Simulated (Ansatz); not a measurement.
# Nb3Au (Cmmm) in Ansatz: reference runs

How does Nb3Au come out in PBEsol? The cell is run as given and disturbed.

Everything below comes from runs of Ansatz 0.2.0. Logs are shortened: lines on timing, memory, paths and dates and some standing lists are left out, and cuts for length are marked.

## (1) The structure

Symmetry: Cmmm, No. 65, orthorhombic system. Conventional cell: a = 3.478 Å, b = 4.412 Å, c = 9.352 Å, α = 90.00°, β = 90.00°, γ = 90.00°. Around Au (site symmetry mmm) lie 4 Au at 2.81 Å and 8 Nb at 2.90 to 3.20 Å. Around Nb (site symmetry mm2) lie 8 Nb at 2.81 to 3.23 Å and 4 Au at 2.90 to 3.20 Å. Nb (site symmetry mmm) has 12 Nb at 2.81 to 3.23 Å as nearest neighbours.

The cell comes from a database or a generator and needn't be the stable form of this composition.

## (2) Single point, PBEsol

Contents of input.yaml:

```yaml
crystal:
  lattice:
    - [1.73913635, -2.20603257, 0.0]
    - [1.73913635, 2.20603257, 0.0]
    - [0.0, 0.0, 9.35245763]
  atoms:
    - { symbol: Au, position: [0.0, 0.0, 0.0] }
    - { symbol: Nb, position: [0.5, 0.5, 0.24810077] }
    - { symbol: Nb, position: [0.0, 0.0, 0.5] }
    - { symbol: Nb, position: [0.5, 0.5, 0.75189923] }
kpoints:
  mp_grid: { grid: [10, 10, 3] }
scf:
  occupations: { method: fermi_dirac, width: 0.05 }
hamiltonian:
  xc: pbesol
  pseudopotentials: { kind: all_electron, lapw: { basis_error: 0.001 } }
output:
  forces: true
  stress: true
  eigenvalues: true
  populations: true
```

Potentials or basis: all-electron LAPW, scalar-relativistic.

Run with:

```console
> ansatz run input.yaml --threads 2 --pin off --max-ram 8192MiB --backend cpu --events-out ev --progress --plain --runs-dir out
```

Output:

```text
Warning: RAYON_NUM_THREADS=2 ignored (pool sized by the plan → 2); use --threads N
Au: projections on atomic orbitals take those of the free atom 1s2 2s2 2p6 3s2 3p6 3d10 4s2 4p6 4d10 4f14 5s2 5p6 5d10 6s1, of charge +0.00 (hamiltonian.pseudopotentials.projection_atoms)
Nb: projections on atomic orbitals take those of the free atom 1s2 2s2 2p6 3s2 3p6 3d10 4s2 4p6 4d4 5s1, of charge +0.00 (hamiltonian.pseudopotentials.projection_atoms)
LAPW: plane waves up to 8.319 Å⁻¹, error target 1.0e-3 eV per atom; small_component_spin mean_spin; Nb in spheres of 1.405 Å, 29 of its electrons in bands, Dirac shells []; Au in spheres of 1.405 Å, 43 of its electrons in bands, Dirac shells [] (how accurate: hamiltonian.pseudopotentials.lapw.basis_error, Limitations)
Engine: ansatz 0.2.0, aarch64-unknown-linux-gnu
Pseudopotentials: kind: all_electron
Pseudopotential: Au, LAPW, valence charge 43, lapw/all_electron/scalar/gaussian/Au, Koelling and Harmon's equation, gaussian nucleus
Pseudopotential: Nb, LAPW, valence charge 29, lapw/all_electron/scalar/gaussian/Nb, Koelling and Harmon's equation, gaussian nucleus
Functional definition: PBEsol
  exchange = pbesol_x
  correlation = pbesol_c
Crystal: 4 atoms, lattice volume = 71.763 Å³
Basis set: ecut = 263.66693903630005 eV, 709 PW (Γ), exchange–correlation at level 2
Bands: 78, of which v1, the nominal top of the filled ones, is band 65 counted from 1 (64 counted from 0)
Symmetry: 8 space group operations
Space group: Cmmm (ITA 65), of the structure as read, at distance tolerance 4.2e-5 Å
k-points: 62 of 300
Non-local potential: Au, projectors of the file, none
[... 35 lines left out ...]
  E_smearing   = -0.028918  (= −TS)
  E_closure    = 0.000000  (closes the sum)
  E_atoms      = -828712.768032  (free atoms, spherical and without spin; not in F)
  Σ components = -828749.753695   (vs F -828749.753695, Δ=0.00e0)
  Basis errors (estimates in eV, not in F): energy 1.4e-4 per atom: plane waves 1.0e-4 (5.3e-5 summed), levels above the bands 6.7e-83, relativity 1.2e-8, radial functions 3.6e-5, core shells 2.1e-7; eigenvalues (radial functions only) 1.4e-6; not estimated: angular momenta, meshes, grids; target (lapw.basis_error) 1.0e-3; muffin-tin radii Nb 1.405 Å, Au 1.405 Å
--- Forces (eV/Å), atoms counted from 1 ---
  atom   1  Au    -0.00000000     0.00000000     0.00000000
  atom   2  Nb     0.00000000     0.00000000     0.07243197
  atom   3  Nb     0.00000000     0.00000000     0.00000000
  atom   4  Nb     0.00000000     0.00000000    -0.07243197
  max |Σ_I F_I| component: 1.97e-31 eV/Å
--- Stress (GPa, compression-positive) ---
       -6.247665       0.000000       0.000000
        0.000000      -6.577579       0.000000
        0.000000       0.000000      -7.375080
  P = ⅓ Tr σ = -6.7334 GPa (-67.334 kbar)
--- Band table (eV; the first three rows and the last of 62) ---
  k-point 0: bands = ["-321.5615", "-321.5615", "-321.5392", "-321.5392", "-321.5391", "-321.5391", "-321.1782", "-321.1486", "-321.1478", "-302.2239", "-302.2128", "-302.2044", "-302.2007", "-302.1857", "-171.4176", "-171.4176", "-171.4130", "-171.4130", "-171.4069", "-171.4069", "-171.4001", "-171.4001", "-171.3798", "-171.3798", "-171.0318", "-171.0313", "-171.0166", "-171.0113", "-170.9894", "-85.0965", "-58.1838", "-58.1788", "-58.1757", "-58.1656", "-58.1584", "-58.1525", "-58.1520", "-36.4869", "-36.3823", "-36.3501", "-33.5257", "-33.5094", "-33.1361", "-9.9561", "-9.7024", "-9.1284", "-9.0890", "-9.0406", "-8.8729", "-8.8699", "-8.6951", "-8.5296", "12.5812", "14.7870", "14.8818", "16.4816", "16.6295", "16.9569", "17.5615", "17.6551", "18.2877", "18.8974", "19.3380", "20.2514", "20.2828", "21.4310", "22.3104", "22.3523", "23.4067", "23.8099", "24.1539", "24.5998", "24.6658", "25.1117", "25.1978", "26.1251", "30.1975", "32.6892"]
  k-point 1: bands = ["-321.5615", "-321.5615", "-321.5392", "-321.5392", "-321.5391", "-321.5391", "-321.1782", "-321.1486", "-321.1478", "-302.2239", "-302.2128", "-302.2044", "-302.2007", "-302.1857", "-171.4176", "-171.4176", "-171.4130", "-171.4130", "-171.4069", "-171.4069", "-171.4001", "-171.4001", "-171.3798", "-171.3798", "-171.0318", "-171.0313", "-171.0166", "-171.0113", "-170.9894", "-85.0965", "-58.1838", "-58.1788", "-58.1757", "-58.1656", "-58.1584", "-58.1525", "-58.1520", "-36.4869", "-36.3823", "-36.3501", "-33.5243", "-33.5110", "-33.1360", "-9.9619", "-9.6938", "-9.1292", "-9.0880", "-9.0436", "-8.8728", "-8.8699", "-8.6952", "-8.5296", "12.6205", "14.7872", "14.9950", "15.6679", "16.9609", "17.1752", "17.5615", "17.6810", "18.5911", "18.8531", "19.4168", "20.2457", "20.4807", "21.3536", "21.7919", "22.0929", "23.7536", "23.8688", "24.2679", "24.5862", "24.6691", "25.1248", "25.1373", "25.7932", "30.9092", "33.1320"]
  k-point 2: bands = ["-321.5615", "-321.5615", "-321.5392", "-321.5392", "-321.5391", "-321.5391", "-321.1782", "-321.1486", "-321.1478", "-302.2239", "-302.2128", "-302.2044", "-302.2007", "-302.1857", "-171.4176", "-171.4176", "-171.4130", "-171.4130", "-171.4069", "-171.4069", "-171.4001", "-171.4001", "-171.3798", "-171.3798", "-171.0318", "-171.0313", "-171.0166", "-171.0113", "-170.9894", "-85.0959", "-58.1838", "-58.1788", "-58.1757", "-58.1656", "-58.1584", "-58.1525", "-58.1521", "-36.4854", "-36.3903", "-36.3568", "-33.5115", "-33.4967", "-33.1244", "-9.9290", "-9.6980", "-9.1924", "-9.1844", "-9.0034", "-8.9217", "-8.9139", "-8.7560", "-8.5721", "12.8402", "14.8785", "15.0705", "16.4173", "16.8201", "17.0647", "17.5288", "17.6061", "18.3779", "19.0625", "19.5069", "20.2974", "20.4159", "21.4024", "21.7560", "22.4850", "23.5770", "23.5914", "23.9336", "24.4499", "24.5548", "24.9992", "25.3974", "26.6597", "30.0186", "32.7878"]
  k-point 61: bands = ["-321.5615", "-321.5615", "-321.5392", "-321.5392", "-321.5391", "-321.5391", "-321.1782", "-321.1486", "-321.1478", "-302.2239", "-302.2128", "-302.2044", "-302.2007", "-302.1857", "-171.4176", "-171.4176", "-171.4130", "-171.4130", "-171.4069", "-171.4069", "-171.4001", "-171.4001", "-171.3798", "-171.3798", "-171.0318", "-171.0313", "-171.0166", "-171.0113", "-170.9894", "-85.0844", "-58.1843", "-58.1787", "-58.1753", "-58.1662", "-58.1583", "-58.1528", "-58.1519", "-36.5315", "-36.4848", "-36.4579", "-33.2594", "-33.2556", "-32.8896", "-10.1300", "-10.0764", "-9.8065", "-9.7433", "-9.6886", "-9.5296", "-9.4355", "-9.3307", "-8.9657", "14.3449", "14.9921", "15.6914", "15.8308", "17.3701", "17.6052", "17.8117", "19.0911", "19.1223", "19.4261", "19.7415", "21.3025", "21.6492", "22.8933", "23.5980", "23.7272", "24.1703", "24.9900", "26.3944", "26.8297", "27.2111", "27.3009", "27.7172", "28.4273", "29.5854", "29.9945"]
--- Löwdin populations: 4 sites ---
  site symbol       q [e]
     0     Au     78.5647
     1     Nb     41.0998
     2     Nb     40.9263
     3     Nb     41.0998
  spilling = 0.001532 (of n_electrons = 202.000000)
```

populations.tsv:

```text
# site	symbol	l	j	q
# orbitals = lowdin
# n_electrons = 202.000000
# spilling = 0.001532
# projection_atom_Au: 1s2 2s2 2p6 3s2 3p6 3d10 4s2 4p6 4d10 4f14 5s2 5p6 5d10 6s1
# projection_atom_Nb: 1s2 2s2 2p6 3s2 3p6 3d10 4s2 4p6 4d4 5s1
0	Au	0_1S	-	2.000000
0	Au	0_2S	-	1.999986
0	Au	0_3S	-	1.999834
0	Au	0_4S	-	1.998381
0	Au	0_5S	-	1.978766
0	Au	0_6S	-	1.034445
0	Au	1_2P	-	6.000000
0	Au	1_3P	-	5.999999
0	Au	1_4P	-	5.999963
0	Au	1_5P	-	5.996505
0	Au	2_3D	-	10.000000
0	Au	2_4D	-	9.999989
0	Au	2_5D	-	9.556880
0	Au	3_4F	-	13.999986
1	Nb	0_1S	-	1.999996
1	Nb	0_2S	-	1.999823
1	Nb	0_3S	-	1.996835
1	Nb	0_4S	-	1.943734
1	Nb	0_5S	-	0.800983
1	Nb	1_2P	-	5.999999
1	Nb	1_3P	-	5.999881
1	Nb	1_4P	-	5.978396
1	Nb	2_3D	-	9.999973
1	Nb	2_4D	-	4.380175
2	Nb	0_1S	-	1.999995
2	Nb	0_2S	-	1.999792
2	Nb	0_3S	-	1.996283
2	Nb	0_4S	-	1.934678
2	Nb	0_5S	-	0.705053
2	Nb	1_2P	-	5.999999
2	Nb	1_3P	-	5.999879
2	Nb	1_4P	-	5.977870
2	Nb	2_3D	-	9.999969
2	Nb	2_4D	-	4.312787
3	Nb	0_1S	-	1.999996
3	Nb	0_2S	-	1.999823
3	Nb	0_3S	-	1.996835
3	Nb	0_4S	-	1.943734
3	Nb	0_5S	-	0.800983
3	Nb	1_2P	-	5.999999
3	Nb	1_3P	-	5.999881
3	Nb	1_4P	-	5.978396
3	Nb	2_3D	-	9.999973
3	Nb	2_4D	-	4.380175
```

Run time: 57 s. Hardware: 2 threads of Arm Neoverse V2, shared host; peak memory 0.88 GiB.

What came out:

* Free energy: -828749.7537 eV
* Pressure: -6.7 GPa
* Largest force: 0.072 eV/Å
* Band gap on the k mesh: none (metal or under the smearing width)

Forces in eV/Å, atoms in the order of the input:
```
Au   0.000  0.000  0.000
Nb   0.000  0.000  0.072
Nb   0.000  0.000  0.000
Nb   0.000  0.000 -0.072
```

Levels at points of the mesh, in eV from the Fermi level:
```
             k point  band 61  band 62  band 63  band 64  band 65  band 66  band 67  band 68  band 69  band 70
  (0.00, 0.00, 0.00)    -2.79    -2.18    -1.74    -0.83    -0.80     0.35     1.23     1.27     2.33     2.73
 (0.00, -0.50, 0.00)    -2.20    -1.52    -1.34    -1.25     0.12     1.01     1.44     2.54     2.69     2.91
(-0.50, -0.50, 0.00)    -2.31    -1.96    -1.25    -0.29     1.58     1.79     2.22     2.73     2.95     3.66
```

Spin-orbit coupling is left out, which matters for the levels of Au.

## (3) Equation of state, PBEsol

Potentials or basis: all-electron LAPW, scalar-relativistic.

No new run: the results of the series are fitted here.

Results:

| Quantity | Value |
| --- | --- |
| Equilibrium volume | 17.26 Å³/atom |
| Bulk modulus at fixed shape and positions | 189 GPa |
| Pressure derivative of the bulk modulus | 4.3 |

Energy against volume, from the lowest point:
```
volume (Å³/atom)  energy (meV/atom)
          16.864               5.55
          17.223               0.00
          17.582               3.37
          17.941              14.74
          18.300              33.28
          18.658              58.22
          19.017              88.90
```

Caveat: the cell was scaled at fixed shape and fractional positions, which overstates the stiffness of a crystal with free parameters, most of all of layers and chains. Spin-orbit coupling is left out, which matters for the levels of Au.

## (4) Single point, PBEsol (atoms moved at random, drawn with an rms of 0.05 Å)

Edit input.yaml of step 2 so:

```diff
@@ -6,6 +6,6 @@
   atoms:
-    - { symbol: Au, position: [0.0, 0.0, 0.0] }
-    - { symbol: Nb, position: [0.5, 0.5, 0.24810077] }
-    - { symbol: Nb, position: [0.0, 0.0, 0.5] }
-    - { symbol: Nb, position: [0.5, 0.5, 0.75189923] }
+    - { symbol: Au, position: [-0.0057, 0.006981, -0.001564] }
+    - { symbol: Nb, position: [0.507525, 0.483373, 0.251397] }
+    - { symbol: Nb, position: [-0.00167, -0.003297, 0.498404] }
+    - { symbol: Nb, position: [0.495646, 0.496377, 0.759246] }
 kpoints:
```

Potentials or basis: all-electron LAPW, scalar-relativistic.

Run with:

```console
> ansatz run input.yaml --threads 2 --pin off --max-ram 8192MiB --backend cpu --events-out ev --progress --plain --runs-dir out
```

Output:

```text
Warning: RAYON_NUM_THREADS=2 ignored (pool sized by the plan → 2); use --threads N
Au: projections on atomic orbitals take those of the free atom 1s2 2s2 2p6 3s2 3p6 3d10 4s2 4p6 4d10 4f14 5s2 5p6 5d10 6s1, of charge +0.00 (hamiltonian.pseudopotentials.projection_atoms)
Nb: projections on atomic orbitals take those of the free atom 1s2 2s2 2p6 3s2 3p6 3d10 4s2 4p6 4d4 5s1, of charge +0.00 (hamiltonian.pseudopotentials.projection_atoms)
LAPW: plane waves up to 8.319 Å⁻¹, error target 1.0e-3 eV per atom; small_component_spin mean_spin; Nb in spheres of 1.405 Å, 29 of its electrons in bands, Dirac shells []; Au in spheres of 1.405 Å, 43 of its electrons in bands, Dirac shells [] (how accurate: hamiltonian.pseudopotentials.lapw.basis_error, Limitations)
Engine: ansatz 0.2.0, aarch64-unknown-linux-gnu
Pseudopotentials: kind: all_electron
[... 67 lines left out ...]
  k-point 151: bands = ["-321.5722", "-321.5522", "-321.5495", "-321.5323", "-321.5105", "-321.5084", "-321.1900", "-321.1625", "-321.1618", "-302.2613", "-302.2488", "-302.2405", "-302.2369", "-302.2227", "-171.4281", "-171.4249", "-171.4195", "-171.4111", "-171.3914", "-171.3889", "-171.3830", "-171.3761", "-171.3708", "-171.3501", "-171.0441", "-171.0438", "-171.0296", "-171.0254", "-171.0035", "-85.1232", "-58.2213", "-58.2160", "-58.2121", "-58.2024", "-58.1950", "-58.1898", "-58.1886", "-36.5689", "-36.5261", "-36.4989", "-33.2651", "-33.2345", "-32.8966", "-10.1207", "-10.0708", "-9.7971", "-9.7391", "-9.6952", "-9.5183", "-9.4310", "-9.3355", "-8.9683", "14.2865", "14.9317", "15.6159", "15.7632", "17.3844", "17.6308", "17.8410", "19.0813", "19.1208", "19.4665", "19.7515", "21.2998", "21.6791", "22.9039", "23.5687", "23.7100", "24.1609", "24.9853", "26.3725", "26.8672", "27.2225", "27.3061", "27.7119", "28.4173", "29.5860", "30.0678"]
--- Löwdin populations: 4 sites ---
  site symbol       q [e]
     0     Au     78.5568
     1     Nb     41.1007
     2     Nb     40.9253
     3     Nb     41.1061
  spilling = 0.001540 (of n_electrons = 202.000000)
```

populations.tsv:

```text
# site	symbol	l	j	q
# orbitals = lowdin
# n_electrons = 202.000000
# spilling = 0.001540
# projection_atom_Au: 1s2 2s2 2p6 3s2 3p6 3d10 4s2 4p6 4d10 4f14 5s2 5p6 5d10 6s1
# projection_atom_Nb: 1s2 2s2 2p6 3s2 3p6 3d10 4s2 4p6 4d4 5s1
0	Au	0_1S	-	2.000000
0	Au	0_2S	-	1.999986
0	Au	0_3S	-	1.999828
0	Au	0_4S	-	1.998322
0	Au	0_5S	-	1.978049
0	Au	0_6S	-	1.033517
0	Au	1_2P	-	6.000000
0	Au	1_3P	-	5.999999
0	Au	1_4P	-	5.999961
0	Au	1_5P	-	5.996323
0	Au	2_3D	-	10.000000
0	Au	2_4D	-	9.999988
0	Au	2_5D	-	9.550815
0	Au	3_4F	-	13.999986
1	Nb	0_1S	-	1.999996
1	Nb	0_2S	-	1.999820
1	Nb	0_3S	-	1.996794
1	Nb	0_4S	-	1.943151
1	Nb	0_5S	-	0.803083
1	Nb	1_2P	-	5.999999
1	Nb	1_3P	-	5.999876
1	Nb	1_4P	-	5.977636
1	Nb	2_3D	-	9.999973
1	Nb	2_4D	-	4.380388
2	Nb	0_1S	-	1.999995
2	Nb	0_2S	-	1.999794
2	Nb	0_3S	-	1.996325
2	Nb	0_4S	-	1.935348
2	Nb	0_5S	-	0.706431
2	Nb	1_2P	-	5.999999
2	Nb	1_3P	-	5.999880
2	Nb	1_4P	-	5.978009
2	Nb	2_3D	-	9.999970
2	Nb	2_4D	-	4.309591
3	Nb	0_1S	-	1.999996
3	Nb	0_2S	-	1.999826
3	Nb	0_3S	-	1.996895
3	Nb	0_4S	-	1.944608
3	Nb	0_5S	-	0.801026
3	Nb	1_2P	-	5.999999
3	Nb	1_3P	-	5.999887
3	Nb	1_4P	-	5.979566
3	Nb	2_3D	-	9.999974
3	Nb	2_4D	-	4.384281
```

It took 4.3 min on 2 threads of Arm Neoverse V2, shared host; peak memory 1.5 GiB.

What came out:

| Quantity | Value |
| --- | --- |
| Free energy | -828749.7121 eV |
| Pressure | -6.4 GPa |
| Largest force | 0.728 eV/Å |
| Band gap on the k mesh | none (metal or under the smearing width) |

Forces in eV/Å, atoms in the order of the input:
```
Au  -0.071 -0.037  0.462
Nb   0.047  0.114 -0.246
Nb  -0.028 -0.080  0.510
Nb   0.053  0.003 -0.726
```

Levels at points of the mesh, in eV from the Fermi level:
| k point | band 62 | band 63 | band 64 | band 65 | band 66 | band 67 | band 68 | band 69 |
| --- | --- | --- | --- | --- | --- | --- | --- | --- |
| (0.00, 0.00, 0.00) | -2.17 | -1.73 | -0.81 | -0.78 | 0.28 | 1.27 | 1.29 | 2.35 |
| (0.00, -0.50, 0.00) | -1.53 | -1.37 | -1.23 | 0.09 | 1.02 | 1.44 | 2.54 | 2.70 |
| (-0.50, 0.00, 0.00) | -1.53 | -1.37 | -1.22 | 0.09 | 1.02 | 1.44 | 2.54 | 2.70 |
| (-0.50, -0.50, 0.00) | -2.00 | -1.22 | -0.27 | 1.57 | 1.80 | 2.20 | 2.71 | 2.94 |

## (5) Summary

```tsv
task	cell	cutoff (eV)	gap on the mesh (eV)	pressure (GPa)	largest force (eV/Å)
single point	as given	264	none	-6.7	0.07
equation of state	as given	-	-	-	-
single point	atoms moved at random, drawn with an rms of 0.05 Å	264	none	-6.4	0.73
```

Alike in all rows: level PBEsol; potentials or basis all-electron LAPW, scalar-relativistic; no spin polarisation; k mesh 10 × 10 × 3; smearing fermi-dirac 0.05 eV; basis error allowed 0.001 eV/atom.

Caveats: the cell was scaled at fixed shape and fractional positions, which overstates the stiffness of a crystal with free parameters, most of all of layers and chains (some runs).

Compare energies only between runs with the same functional and basis.
